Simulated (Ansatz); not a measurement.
# C2H9InOSi: one species, many methods

One table from this session's results is given with a row withheld; the runs are named, their logs left out.

The runs use Ansatz 0.2.0, Gaussian basis; functionals in def2-TZVPP, the program's frozen cores in correlated methods.

Plan: LDA (SPW92), PBE-D4, revPBE-D4, BLYP-D4, r2SCAN-D4, B97M-V, PBE0-D4, B3LYP-D4, r2SCANh-D4, r2SCAN0-D4, HSE06-D4, BHLYP-D4, CAM-B3LYP-D4, LC-ωPBE, ωB97X-V, ωB97M-V, B2PLYP, PBE-QIDH; CCSD(T)/def2-SVP; MP2/def2-TZVPP; MP2/def2-QZVPP; RPA on PBE.

## The geometry

All runs share one geometry, relaxed beforehand with PBE0-D4 in a triple-zeta def2 set. In takes the def2 core potential; no spin-orbit term is included.

SMILES `C[C](O)([SiH3])[InH2]`, 14 atoms, charge 0, spin multiplicity 1.

Atoms are counted from 1 here; the program's logs count them from 0.

Bond lengths: C1–C2 1.515 Å, C1–H6 1.094 Å, C1–H7 1.094 Å, C1–H8 1.100 Å, C2–O3 1.450 Å, C2–Si4 1.876 Å, C2–In5 2.202 Å, O3–H9 0.965 Å, Si4–H10 1.497 Å, Si4–H11 1.486 Å, Si4–H12 1.491 Å, In5–H13 1.728 Å, In5–H14 1.723 Å. Angles: C2–C1–H6 111.8°, C2–C1–H7 111.2°, C2–C1–H8 111.3°, H6–C1–H7 107.9°, H6–C1–H8 107.5°, H7–C1–H8 106.9°, C1–C2–O3 110.9°, C1–C2–Si4 113.9°, C1–C2–In5 113.1°, O3–C2–Si4 110.3°, O3–C2–In5 94.4°, Si4–C2–In5 112.6°, C2–O3–H9 109.3°, C2–Si4–H10 110.8°, C2–Si4–H11 110.6°, C2–Si4–H12 109.8°, H10–Si4–H11 108.3°, H10–Si4–H12 108.4° and more.

Coordinates:

```mol
C2H9InOSi
  3D, bonds by distance, orders not assigned

 14 13  0  0  0  0  0  0  0  0999 V2000
   -1.2608   -0.1916    0.8859 C   0  0
    0.0282    0.1623    0.1736 C   0  0
    0.7594    1.1798    0.9034 O   0  0
    1.1358   -1.3119   -0.1714 Si  0  0
   -0.2843    1.4212   -1.6056 In  0  0
   -1.8953    0.6871    1.0383 H   0  0
   -1.8373   -0.9283    0.3185 H   0  0
   -1.0627   -0.6318    1.8746 H   0  0
    0.9172    0.8739    1.8048 H   0  0
    1.5360   -1.9857    1.1035 H   0  0
    2.3696   -0.8831   -0.8805 H   0  0
    0.4105   -2.3009   -1.0202 H   0  0
   -1.6738    2.4460   -1.5289 H   0  0
    0.8574    1.4630   -2.8959 H   0  0
  1  2  8  0
  2  3  8  0
  2  4  8  0
  2  5  8  0
  1  6  8  0
  1  7  8  0
  1  8  8  0
  3  9  8  0
  4 10  8  0
  4 11  8  0
  4 12  8  0
  5 13  8  0
  5 14  8  0
M  END
```

Set-up of the first run:

Input file in.yaml:

```yaml
crystal:
  periodic: [false, false, false]
  atoms:
    - {symbol: C, position_ang: [-1.260834, -0.191586, 0.885877]}
    - {symbol: C, position_ang: [0.028222, 0.162307, 0.173588]}
    - {symbol: O, position_ang: [0.759440, 1.179755, 0.903448]}
    - {symbol: Si, position_ang: [1.135838, -1.311884, -0.171446]}
    - {symbol: In, position_ang: [-0.284312, 1.421209, -1.605615]}
    - {symbol: H, position_ang: [-1.895288, 0.687130, 1.038272]}
    - {symbol: H, position_ang: [-1.837303, -0.928305, 0.318495]}
    - {symbol: H, position_ang: [-1.062691, -0.631783, 1.874571]}
    - {symbol: H, position_ang: [0.917183, 0.873879, 1.804790]}
    - {symbol: H, position_ang: [1.536025, -1.985745, 1.103510]}
    - {symbol: H, position_ang: [2.369568, -0.883111, -0.880506]}
    - {symbol: H, position_ang: [0.410544, -2.300864, -1.020157]}
    - {symbol: H, position_ang: [-1.673753, 2.446034, -1.528927]}
    - {symbol: H, position_ang: [0.857361, 1.462965, -2.895888]}
basis:
  gaussian: {orbitals: def2-TZVPP}
hamiltonian: {xc: lda}
output: {orbitals: {seedname: orbitals}}
```

Among the steps run: LDA; PBE-D4 (GGA); revPBE-D4 (GGA); BLYP-D4 (GGA); r2SCAN-D4 (meta-GGA); B97M-V (meta-GGA); PBE0-D4 (hybrid); B3LYP-D4 (hybrid); r2SCANh-D4 (hybrid); r2SCAN0-D4 (hybrid); HSE06-D4 (hybrid); BHLYP-D4 (hybrid); CAM-B3LYP-D4 (range-separated); LC-ωPBE (range-separated); ωB97X-V (range-separated); ωB97M-V (range-separated); B2PLYP (double hybrid); PBE-QIDH (double hybrid).

One of the session's tables, all rows but one given; the rest of the session is left out.

It belongs to the step «Frontier levels by functional». 

| functional | HOMO (eV) | LUMO (eV) | gap (eV) |
| --- | --- | --- | --- |
| LDA (SPW92) | -5.66 | -2.65 | 3.01 |
| PBE-D4 | -5.53 | -2.38 | 3.15 |
| revPBE-D4 | -5.47 | -2.25 | 3.22 |
| BLYP-D4 | -5.43 | -2.34 | 3.08 |
| r2SCAN-D4 | -5.70 | -2.09 | 3.61 |
| B97M-V | -5.85 | -2.44 | 3.41 |
| PBE0-D4 | -6.64 | -1.61 | 5.03 |
| B3LYP-D4 | -6.48 | -1.90 | 4.58 |
| r2SCANh-D4 | -6.13 | -1.83 | 4.30 |
| r2SCAN0-D4 | -6.77 | -1.45 | 5.32 |
| HSE06-D4 | -6.25 | -1.97 | 4.28 |
| BHLYP-D4 | -7.69 | -0.96 | 6.73 |
| CAM-B3LYP-D4 | -7.94 | -0.81 | 7.13 |
| LC-ωPBE | -9.19 | 0.34 | 9.52 |
| ωB97X-V | -8.88 | 0.16 | 9.03 |
| ωB97M-V | ? | ? | ? |

**Question.** Estimate the row for ωB97M-V.

As computed: HOMO (eV): -8.78; LUMO (eV): -0.15; gap (eV): 8.62. In the column «HOMO (eV)» it lies between ωB97X-V (-8.88) and CAM-B3LYP-D4 (-7.94).
